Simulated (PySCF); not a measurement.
**TcO2H3: one geometry, several methods**

How much do the numbers for TcO2H3 (singlet) hang on the method? All levels run at one geometry, the PBE0 minimum.

Method: several methods, basis Tc def2-TZVP with ECP28, O def2-TZVP, H def2-TZVP, scalar-relativistic core potentials, no spin–orbit coupling, density fitting; program: PySCF 2.14.0.

## Step 1: The system as given

6 atoms, charge 0, spin multiplicity 1.

Bond lengths: Tc1–O2 1.664 Å, Tc1–O3 1.664 Å, Tc1–H4 1.619 Å, Tc1–H5 1.619 Å, Tc1–H6 1.629 Å. Angles: O2–Tc1–O3 128.6°, O2–Tc1–H4 103.5°, O2–Tc1–H5 103.5°, O2–Tc1–H6 115.7°, O3–Tc1–H4 103.5°, O3–Tc1–H5 103.5°, O3–Tc1–H6 115.7°, H4–Tc1–H5 115.1°, H4–Tc1–H6 57.5°, H5–Tc1–H6 57.5°.

```xyz
6
charge 0 multiplicity 1
Tc    0.1470    0.0000    0.0000
O    -0.5744    1.4999    0.0000
O    -0.5744   -1.4999    0.0000
H     1.0159    0.0000    1.3663
H     1.0159    0.0000   -1.3663
H     1.7756    0.0000    0.0000
```

## Step 2: PBE0

The steps are one call of a driver around PySCF; scf.py gives each level's set-up. Each SCF starts from the density of the minimum. The driver also runs the species with one electron less or more at the same geometry (one less: multiplicity 2, one more: multiplicity 2); their logs are not shown.

File scf.py:

```python
from pyscf import gto, scf, dft
mol = gto.M(atom='''
Tc     0.146975     0.000000     0.000000
O     -0.574374     1.499889    -0.000000
O     -0.574374    -1.499889     0.000000
H      1.015950     0.000000     1.366294
H      1.015950    -0.000000    -1.366294
H      1.775580    -0.000000     0.000000''',
    basis={'Tc': 'def2-TZVP', 'O': 'def2-TZVP', 'H': 'def2-TZVP'},
    ecp={'Tc': 'def2-TZVP'},
    charge=0, spin=0)
mf = dft.RKS(mol, xc='PBE0')
mf.grids.atom_grid = (99, 590)
aux = {'Tc': 'def2-universal-JKFIT', 'O': 'def2-universal-JKFIT', 'H': 'def2-universal-JKFIT'}
mf = mf.density_fit(auxbasis=aux)
mf.kernel()
```

What it wrote:

```text
init E= -232.964908465593
  HOMO = -0.337469290872445  LUMO = -0.112252027632735  gap/eV = 6.12847
cycle= 1 E= -232.96490846662  delta_E= -1.03e-09  |g|= 1.9e-05  |ddm|= 0.000202
  HOMO = -0.337468453113917  LUMO = -0.112252199681819  gap/eV = 6.12845
cycle= 2 E= -232.96490846603  delta_E= 5.9e-10  |g|= 6.14e-05  |ddm|= 3.45e-05
  HOMO = -0.3374683703397  LUMO = -0.112251151464516  gap/eV = 6.12847
cycle= 3 E= -232.964908466682  delta_E= -6.52e-10  |g|= 3.31e-06  |ddm|= 2.52e-05
  HOMO = -0.337468995353991  LUMO = -0.112252176855751  gap/eV = 6.12846
Extra cycle  E= -232.964908466668  delta_E= 1.39e-11  |g|= 9.13e-06  |ddm|= 6.58e-06
converged SCF energy = -232.964908466668
```

This level, with the species of one electron less or more, ran for 13 s (4 threads, shared host).

* energy: -232.964908 Eh
* one electron less (charge +1): -232.544518 Eh (doublet, ⟨S²⟩ 0.78)
* one electron more (charge -1): -232.996827 Eh (doublet, ⟨S²⟩ 0.76)
* Mulliken charge of Tc1: +0.83 e

## Step 3: HF

scf.py, as its differences from that of step 2:

```diff
@@ -12,2 +12 @@
-mf = dft.RKS(mol, xc='PBE0')
-mf.grids.atom_grid = (99, 590)
+mf = scf.RHF(mol)
```

What it wrote:

```text
init E= -231.456415524036
  HOMO = -0.440524332391288  LUMO = 0.047277686750341  gap/eV = 13.27377
cycle= 1 E= -231.476762164216  delta_E= -0.0203  |g|= 0.259  |ddm|= 0.321
  HOMO = -0.476558901342932  LUMO = 0.00361959375103828  gap/eV = 13.06632
cycle= 2 E= -231.465911370784  delta_E= 0.0109  |g|= 0.36  |ddm|= 0.334
  HOMO = -0.466689186516639  LUMO = 0.0304386520186771  gap/eV = 13.52754
cycle= 3 E= -231.488501632448  delta_E= -0.0226  |g|= 0.0323  |ddm|= 0.181
  HOMO = -0.464029796781321  LUMO = 0.0331534877774175  gap/eV = 13.52905
cycle= 4 E= -231.488756403587  delta_E= -0.000255  |g|= 0.0119  |ddm|= 0.0237
  HOMO = -0.466524535672221  LUMO = 0.0326922614389162  gap/eV = 13.58438
cycle= 5 E= -231.48881752093  delta_E= -6.11e-05  |g|= 0.00342  |ddm|= 0.0149
  HOMO = -0.466766281365446  LUMO = 0.0329867454258713  gap/eV = 13.59897
cycle= 6 E= -231.48882721658  delta_E= -9.7e-06  |g|= 0.00184  |ddm|= 0.0052
  HOMO = -0.466971463469549  LUMO = 0.0332506753505358  gap/eV = 13.61174
cycle= 7 E= -231.488830644271  delta_E= -3.43e-06  |g|= 0.00065  |ddm|= 0.00394
  HOMO = -0.46705963087601  LUMO = 0.0333580870294998  gap/eV = 13.61706
cycle= 8 E= -231.488831187121  delta_E= -5.43e-07  |g|= 0.000198  |ddm|= 0.0018
  HOMO = -0.46709663815534  LUMO = 0.0333646110393792  gap/eV = 13.61824
cycle= 9 E= -231.488831251961  delta_E= -6.48e-08  |g|= 6.64e-05  |ddm|= 0.000593
  HOMO = -0.467098616710326  LUMO = 0.0333705850279262  gap/eV = 13.61846
cycle= 10 E= -231.488831257471  delta_E= -5.51e-09  |g|= 1.58e-05  |ddm|= 0.000175
  HOMO = -0.467099769234  LUMO = 0.0333686964445745  gap/eV = 13.61844
cycle= 11 E= -231.488831257834  delta_E= -3.63e-10  |g|= 6.56e-06  |ddm|= 3.78e-05
  HOMO = -0.467099689961532  LUMO = 0.0333690020061489  gap/eV = 13.61845
Extra cycle  E= -231.488831257862  delta_E= -2.84e-11  |g|= 4.97e-06  |ddm|= 8.75e-06
converged SCF energy = -231.488831257862
```

This level, with the species of one electron less or more, took 2.8 s.

```
energy                        : -231.488831 Eh
one electron less (charge +1) : -231.122955 Eh (doublet, ⟨S²⟩ 1.23)
one electron more (charge -1) : -231.531291 Eh (doublet, ⟨S²⟩ 0.83)
Mulliken charge of Tc1        : +1.14 e
```

## Step 4: PBE

scf.py, as its differences from that of step 3:

```diff
@@ -12 +12,2 @@
-mf = scf.RHF(mol)
+mf = dft.RKS(mol, xc='PBE')
+mf.grids.atom_grid = (99, 590)
```

What it wrote:

```text
init E= -233.052628576601
  HOMO = -0.286756018911851  LUMO = -0.15226779753068  gap/eV = 3.65961
cycle= 1 E= -233.046512472579  delta_E= 0.00612  |g|= 0.238  |ddm|= 0.194
  HOMO = -0.267839737291787  LUMO = -0.122959561056259  gap/eV = 3.94239
cycle= 2 E= -232.847729905331  delta_E= 0.199  |g|= 1.06  |ddm|= 0.537
  HOMO = -0.284446836464659  LUMO = -0.14663754709628  gap/eV = 3.74998
cycle= 3 E= -233.056702891715  delta_E= -0.209  |g|= 0.0233  |ddm|= 0.44
  HOMO = -0.286279088552479  LUMO = -0.148357948839781  gap/eV = 3.75303
cycle= 4 E= -233.056774098511  delta_E= -7.12e-05  |g|= 0.0153  |ddm|= 0.0266
  HOMO = -0.286410295699224  LUMO = -0.148772655489516  gap/eV = 3.74531
cycle= 5 E= -233.056810931299  delta_E= -3.68e-05  |g|= 0.00759  |ddm|= 0.0106
  HOMO = -0.285818626339102  LUMO = -0.147928191584935  gap/eV = 3.75219
cycle= 6 E= -233.056821493605  delta_E= -1.06e-05  |g|= 0.00261  |ddm|= 0.00574
  HOMO = -0.28588338543168  LUMO = -0.148037701103675  gap/eV = 3.75097
cycle= 7 E= -233.056823160628  delta_E= -1.67e-06  |g|= 0.000203  |ddm|= 0.00166
  HOMO = -0.285899410250019  LUMO = -0.148052951647287  gap/eV = 3.75099
cycle= 8 E= -233.056823166705  delta_E= -6.08e-09  |g|= 6.51e-05  |ddm|= 0.000101
  HOMO = -0.285900827866506  LUMO = -0.148053952626864  gap/eV = 3.75100
cycle= 9 E= -233.056823167207  delta_E= -5.01e-10  |g|= 3.88e-05  |ddm|= 3.18e-05
  HOMO = -0.285900841732062  LUMO = -0.148053938163049  gap/eV = 3.75101
cycle= 10 E= -233.05682316749  delta_E= -2.83e-10  |g|= 5.71e-06  |ddm|= 1.8e-05
  HOMO = -0.285900399769409  LUMO = -0.148053139760474  gap/eV = 3.75102
Extra cycle  E= -233.05682316734  delta_E= 1.5e-10  |g|= 2.93e-05  |ddm|= 1.47e-05
converged SCF energy = -233.05682316734
```

This level, with the species of one electron less or more, took 31 s.

```
energy                        : -233.056823 Eh
one electron less (charge +1) : -232.646402 Eh (doublet, ⟨S²⟩ 0.76)
one electron more (charge -1) : -233.075677 Eh (doublet, ⟨S²⟩ 0.75)
Mulliken charge of Tc1        : +0.78 e
```

## Step 5: r2SCAN

scf.py, as its differences from that of step 4:

```diff
@@ -12 +12 @@
-mf = dft.RKS(mol, xc='PBE')
+mf = dft.RKS(mol, xc='R2SCAN')
```

What it wrote:

```text
init E= -233.13592625369
  HOMO = -0.300105117339889  LUMO = -0.151488500254334  gap/eV = 4.04406
cycle= 1 E= -233.13626016222  delta_E= -0.000334  |g|= 0.0915  |ddm|= 0.149
  HOMO = -0.290722352715601  LUMO = -0.135333470680028  gap/eV = 4.22835
cycle= 2 E= -233.111012159624  delta_E= 0.0252  |g|= 0.383  |ddm|=  0.2
  HOMO = -0.295342711444609  LUMO = -0.144985728516495  gap/eV = 4.09142
cycle= 3 E= -233.137718954309  delta_E= -0.0267  |g|= 0.0198  |ddm|= 0.159
  HOMO = -0.29743317020536  LUMO = -0.147464811329989  gap/eV = 4.08085
cycle= 4 E= -233.137775562853  delta_E= -5.66e-05  |g|= 0.00568  |ddm|= 0.013
  HOMO = -0.29703474093722  LUMO = -0.146842921549599  gap/eV = 4.08693
cycle= 5 E= -233.137782397529  delta_E= -6.83e-06  |g|= 0.00295  |ddm|= 0.00536
  HOMO = -0.297045385679163  LUMO = -0.146882683302429  gap/eV = 4.08614
cycle= 6 E= -233.137784147985  delta_E= -1.75e-06  |g|= 0.00064  |ddm|= 0.00156
  HOMO = -0.297026221041723  LUMO = -0.146858789252022  gap/eV = 4.08626
cycle= 7 E= -233.137784227004  delta_E= -7.9e-08  |g|= 3.52e-05  |ddm|= 0.00028
  HOMO = -0.297027459833998  LUMO = -0.146859864050139  gap/eV = 4.08627
cycle= 8 E= -233.137784227185  delta_E= -1.8e-10  |g|= 5.7e-06  |ddm|= 2.1e-05
  HOMO = -0.297028150664362  LUMO = -0.146860689255998  gap/eV = 4.08626
Extra cycle  E= -233.137784227073  delta_E= 1.12e-10  |g|= 2.43e-05  |ddm|= 1.41e-05
converged SCF energy = -233.137784227073
```

This level, with the species of one electron less or more, took 50 s.

- energy: -233.137784 Eh
- one electron less (charge +1): -232.721799 Eh (doublet, ⟨S²⟩ 0.76)
- one electron more (charge -1): -233.162732 Eh (doublet, ⟨S²⟩ 0.76)
- Mulliken charge of Tc1: +0.91 e

## Step 6: B3LYP

scf.py, as its differences from that of step 5:

```diff
@@ -12 +12 @@
-mf = dft.RKS(mol, xc='R2SCAN')
+mf = dft.RKS(mol, xc='B3LYP')
```

What it wrote:

```text
init E= -233.176911451092
  HOMO = -0.329576512284195  LUMO = -0.120495848508067  gap/eV = 5.68937
cycle= 1 E= -233.178153948809  delta_E= -0.00124  |g|= 0.0585  |ddm|= 0.144
  HOMO = -0.329132757907348  LUMO = -0.123836917068598  gap/eV = 5.58638
cycle= 2 E= -233.171989711263  delta_E= 0.00616  |g|= 0.198  |ddm|= 0.095
  HOMO = -0.329541441370907  LUMO = -0.120958003607054  gap/eV = 5.67584
cycle= 3 E= -233.178662873241  delta_E= -0.00667  |g|= 0.0151  |ddm|= 0.081
  HOMO = -0.33088913668573  LUMO = -0.122869415691429  gap/eV = 5.66050
cycle= 4 E= -233.178700863759  delta_E= -3.8e-05  |g|= 0.00407  |ddm|= 0.011
  HOMO = -0.330492347085702  LUMO = -0.122279289134436  gap/eV = 5.66577
cycle= 5 E= -233.178704564083  delta_E= -3.7e-06  |g|= 0.00145  |ddm|= 0.00353
  HOMO = -0.330484590784071  LUMO = -0.122288196604945  gap/eV = 5.66531
cycle= 6 E= -233.178704985344  delta_E= -4.21e-07  |g|= 0.000161  |ddm|= 0.000887
  HOMO = -0.33047595988884  LUMO = -0.12227779693993  gap/eV = 5.66536
cycle= 7 E= -233.178704990347  delta_E= -5e-09  |g|= 1.16e-05  |ddm|= 0.000104
  HOMO = -0.330477779614398  LUMO = -0.122279964145047  gap/eV = 5.66535
cycle= 8 E= -233.178704990416  delta_E= -6.88e-11  |g|= 4.23e-06  |ddm|= 2.06e-05
  HOMO = -0.330477661826933  LUMO = -0.122279835324051  gap/eV = 5.66535
Extra cycle  E= -233.178704990383  delta_E= 3.31e-11  |g|= 1.46e-05  |ddm|= 8.56e-06
converged SCF energy = -233.178704990383
```

This level, with the species of one electron less or more, ran for 17 s (4 threads, shared host).

| Quantity | Value |
| --- | --- |
| energy | -233.178705 Eh |
| one electron less (charge +1) | -232.756394 Eh (doublet, ⟨S²⟩ 0.77) |
| Mulliken charge of Tc1 | +0.93 e |

## Step 7: The ladder

| level | atomisation energy (kJ/mol) | vertical ionisation energy (eV) | vertical electron affinity (eV) | −ε(HOMO) (eV) | gap (eV) | dipole (D) | wall time |
| --- | --- | --- | --- | --- | --- | --- | --- |
| PBE0 | 1915 | 11.44 | 0.87 | 9.18 | 6.13 | 1.75 | 13 s |
| HF | 644 | 9.96 | 1.16 | 12.71 | 13.62 | 2.63 | 2.8 s |
| PBE | 2166 | 11.17 | 0.51 | 7.78 | 3.75 | 1.41 | 31 s |
| r2SCAN | 2041 | 11.32 | 0.68 | 8.08 | 4.09 | 1.52 | 50 s |
| B3LYP | 1956 | 11.49 | – | 8.99 | 5.67 | 1.68 | 17 s |

Times are for 4 threads, shared host; PBE0 starts from its own converged density, so its time is not comparable. A dash stands where a species or a free atom was not run at that level, or the quantity is not defined.

Atomisation goes to high-spin atoms in their ground configurations, run at the same level, without zero-point energy.

## Step 8: What came out

| quantity | value |
| --- | --- |
| atomisation energy, range | 644 (HF) to 2166 (PBE) kJ/mol |
| vertical ionisation energy, range | 9.96 (HF) to 11.49 (B3LYP) eV |
| vertical electron affinity, range | 0.51 (PBE) to 1.16 (HF) eV |
| orbital gap, range | 3.75 (PBE) to 13.62 (HF) eV |

**Reading.** The atomisation energy spreads over 1522 kJ/mol, from HF to PBE; without a CCSD(T) value for it there is no yardstick here. Spin contamination is strong in at least one of the open-shell species at HF. Without diffuse functions electron affinities tend to come out too low.
